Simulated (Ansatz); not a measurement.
# MgC: from a guess to a relaxed structure

Aim: relax a trial structure of MgC and see where it ends.

Program: Ansatz 0.2.0. Level of theory: DFT PBE, scalar-relativistic, plane waves, PAW. These are calculated values, not measurements.

1 further run of the same task is left out (it didn't finish).

## 1. Starting point

Symmetry: Immm, No. 71, orthorhombic system. The conventional cell has a = 3.721 Å, b = 3.782 Å, c = 4.121 Å, α = 90.00°, β = 90.00°, γ = 90.00°. Mg (site symmetry mmm) has 2 C at 1.89 Å as nearest neighbours. C (site symmetry mmm) is surrounded by 2 Mg at 1.89 Å.

Coordinates:

```
CELL_PARAMETERS angstrom
-1.86075 1.89120 2.06075
1.86075 -1.89120 2.06075
1.86075 1.89120 -2.06075
ATOMIC_POSITIONS crystal
Mg 0.50000 0.00000 0.50000
C 0.00000 0.00000 0.00000
```

The cell is invented: random cell by space group and Wyckoff sites (Immm, No. 71). The dimensions are guesses.

## 2. Probe: one point on a coarse mesh

File input.yaml:

```yaml
crystal:
  lattice:
    - [-1.86074858, 1.89120303, 2.06074743]
    - [1.86074858, -1.89120303, 2.06074743]
    - [1.86074858, 1.89120303, -2.06074743]
  atoms:
    - { symbol: Mg, position: [0.5, 0.0, 0.5] }
    - { symbol: C, position: [0.0, 0.0, 0.0] }
basis:
  ecutwfc: 420
kpoints:
  mp_grid: { grid: [6, 6, 6] }
hamiltonian:
  xc: pbe
scf:
  occupations: { method: gaussian, width: 0.1 }
  lower_state_search: "off"
output:
  forces: true
  stress: true
  eigenvalues: true
```

Started as:

```
$ ansatz run input.yaml --threads 1 --pin off --max-ram 2048MiB --backend cpu --events-out ev --progress --plain --runs-dir out
```

The session goes on with these runs: a loose first relaxation; relaxation on the finer mesh.

Q: Predict the outcome of this session. Wanted: conventional cell; volume; energy over the elements; gap on the mesh.

As calculated:

| quantity | value |
| --- | --- |
| symmetry at the end (tolerance 0.05 Å) | space group Immm (No. 71) |
| conventional cell | a = 2.902 Å, b = 3.583 Å, c = 4.660 Å, α = 90.00°, β = 90.00°, γ = 90.00° |
| volume | 12.12 Å³/atom |
| energy over the elements | +1.31 eV/atom |
| gap on the mesh | none (metal) |

In words: The space group Immm (No. 71) is kept, and the volume per atom shrinks by 16.5 % from the first guess. With a positive formation energy it can't be a ground state. No finished test with a distortion of lower symmetry is shown, so the end may be a saddle point.
